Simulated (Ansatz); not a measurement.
# H6NSbSi: the cost of one run

Method: RKS PBE0-D4/def2-SVP, in Ansatz 0.2.0.

## (1) The system as given

Bond lengths: N1–Sb2 2.068 Å, Sb2–Si3 2.523 Å, N1–H4 1.006 Å, N1–H5 1.079 Å, Sb2–H6 1.770 Å, Si3–H7 1.489 Å, Si3–H8 1.399 Å, Si3–H9 1.534 Å. Angles: N1–Sb2–Si3 91.0°, N1–Sb2–H6 93.9°, Si3–Sb2–H6 91.9°, Sb2–N1–H4 108.3°, Sb2–N1–H5 107.7°, H4–N1–H5 111.2°, Sb2–Si3–H7 108.2°, Sb2–Si3–H8 109.5°, Sb2–Si3–H9 108.4°, H7–Si3–H8 112.3°, H7–Si3–H9 107.9°, H8–Si3–H9 110.5°.

As a file:

```xyz
9

N     0.0521    0.4990   -1.8831
Sb    1.0993    1.0948   -0.2020
Si    0.0268   -0.7317    1.1689
H     0.3942   -0.4045   -2.1644
H    -0.9935    0.4558   -1.6191
H    -0.1292    2.2690    0.2939
H     0.6441   -2.0290    0.7788
H    -1.3567   -0.7192    0.9624
H     0.3512   -0.4806    2.6475
```

## (2) Relaxing end A

The input, input.yaml:

```yaml
crystal:
  periodic: [false, false, false]
  atoms:
    - { symbol: "N", position_ang: [0.0521, 0.499, -1.8831] }
    - { symbol: Sb, position_ang: [1.0993, 1.0948, -0.202] }
    - { symbol: Si, position_ang: [0.0268, -0.7317, 1.1689] }
    - { symbol: H, position_ang: [0.3942, -0.4045, -2.1644] }
    - { symbol: H, position_ang: [-0.9935, 0.4558, -1.6191] }
    - { symbol: H, position_ang: [-0.1292, 2.269, 0.2939] }
    - { symbol: H, position_ang: [0.6441, -2.029, 0.7788] }
    - { symbol: H, position_ang: [-1.3567, -0.7192, 0.9624] }
    - { symbol: H, position_ang: [0.3512, -0.4806, 2.6475] }
basis:
  gaussian: { orbitals: def2-SVP }
hamiltonian:
  xc: pbe0
  dispersion: d4
relax:
  f_tol: 0.015
  max_steps: 40
output:
  orbitals: {}
```

Started as:

```console
> ansatz run input.yaml --threads 1 --pin off --max-ram 2048MiB --backend cpu --events-out ev --progress --plain --runs-dir out
```

What time and memory should one allow on 1 thread of an x86-64 CPU, shared host?

About 74 s, with a peak of 0.2 GiB.
